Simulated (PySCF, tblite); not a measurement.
# C₅H₆AlClO₂: geometry, infrared bands and NMR shifts

Aim: predict the infrared bands and NMR shifts of C₅H₆AlClO₂ (`C=CC1=[O+][AlH2-][O]C(Cl)=C1`).

The runs use tblite 0.8.0 and PySCF 2.14.0, with density-fitted response routines of our own; the level of theory stands in each step. All values are computed, except where a source is named. Atoms count from 0, in the outputs and in this text.

### 1 The molecule as given

15 atoms, charge 0, multiplicity 1; geometry from: force field or distance geometry start.

Bonds of the start (Å): C0–C1 1.35, C1–C2 1.47, C2–O3 1.26, O3–Al4 1.85, Al4–O5 1.84, O5–C6 1.40, C6–Cl7 1.75, C6–C8 1.35, C8–C2 1.50, C0–H9 1.07, C0–H10 1.09, C1–H11 1.07, Al4–H12 1.60, Al4–H13 1.59, C8–H14 1.09.

### 2 Relaxing the molecule with GFN2-xTB

What the job is given:

```
{"job": {"kind": "relax", "xc": "GFN2-xTB", "basis": "xTB"}, "charge": 0, "multiplicity": 1}
C      2.614300    -1.123800    -0.153100
C      1.824800    -0.119500    -0.585200
C      0.426900     0.011500    -0.160200
O     -0.079000    -0.841700     0.616800
Al    -1.821400    -0.813400     1.235500
O     -2.460400     0.695600     0.390900
C     -1.640100     1.468400    -0.447000
Cl    -2.348400     2.889400    -1.182700
C     -0.345400     1.175100    -0.705800
H      3.630600    -1.181200    -0.477800
H      2.231200    -1.885600     0.518500
H      2.254000     0.606600    -1.246100
H     -2.616900    -2.101700     0.733500
H     -1.852700    -0.629100     2.810900
H      0.178100     1.857400    -1.370000
```

Started as:

```
> OMP_NUM_THREADS=1 python probes_run.py task.json out
```

This one command runs all jobs of the session in turn.

**Question.** This job is followed by: GFN2-xTB harmonic vibrations, gas phase; GIAO PBE0/pcSseg-1 NMR shielding, non-relativistic, gas phase. Predict these results of the whole session: strongest single infrared mode (GFN2-xTB); zero-point energy (GFN2-xTB); 13C shifts against TMS (PBE0/pcSseg-1); 1H shifts against TMS (PBE0/pcSseg-1, means over atoms taken as alike); 17O shifts against H2O (PBE0/pcSseg-1); 27Al shifts against AlH4- (PBE0/pcSseg-1); 35Cl shifts against HCl (PBE0/pcSseg-1); surface potential, 1st and 99th percentile.

The runs gave:

| quantity | value |
| --- | --- |
| strongest single infrared mode (GFN2-xTB) | 1446 cm⁻¹, 1094 km/mol |
| zero-point energy (GFN2-xTB) | 57.2 kcal/mol |
| 13C shifts against TMS (PBE0/pcSseg-1) | 188.5, 187.8, 143.9, 140.7, 107.0 ppm |
| 1H shifts against TMS (PBE0/pcSseg-1, means over atoms taken as alike) | 7.24, 6.51, 6.50, 5.69, 4.30 ppm |
| 17O shifts against H2O (PBE0/pcSseg-1) | 317.6, 251.4 ppm |
| 27Al shifts against AlH4- (PBE0/pcSseg-1) | 55.0 ppm |
| 35Cl shifts against HCl (PBE0/pcSseg-1) | 422 ppm |
| surface potential, 1st and 99th percentile | -0.94 V and 1.50 V |

Relaxing lowered the energy by 0.839 eV in 39 steps; the close pair that moved most is O5–C6, from 1.404 to 1.250 Å. All 39 modes are real, so the xTB geometry is a minimum. The strongest single mode, at 1446 cm⁻¹, moves mainly C8 and C2. Unscaled tight-binding wavenumbers are off by several per cent, some by more. Its intensities can rank the bands wrongly. The most deshielded carbon is C6 (alkene carbon bearing oxygen), at 188.5 ppm: an sp2 carbon further deshielded by the attached heteroatom. At PBE0/pcSseg-1: The largest span, 646 ppm, is at Cl7, where the paramagnetic term is -617 ppm. At PBE0/pcSseg-1, counted by nearest atom on the grid, the HOMO lies on H12, H13 about 22 % each; C8 21 %, the LUMO on C2, C6 about 21 % each; C0 17 %.
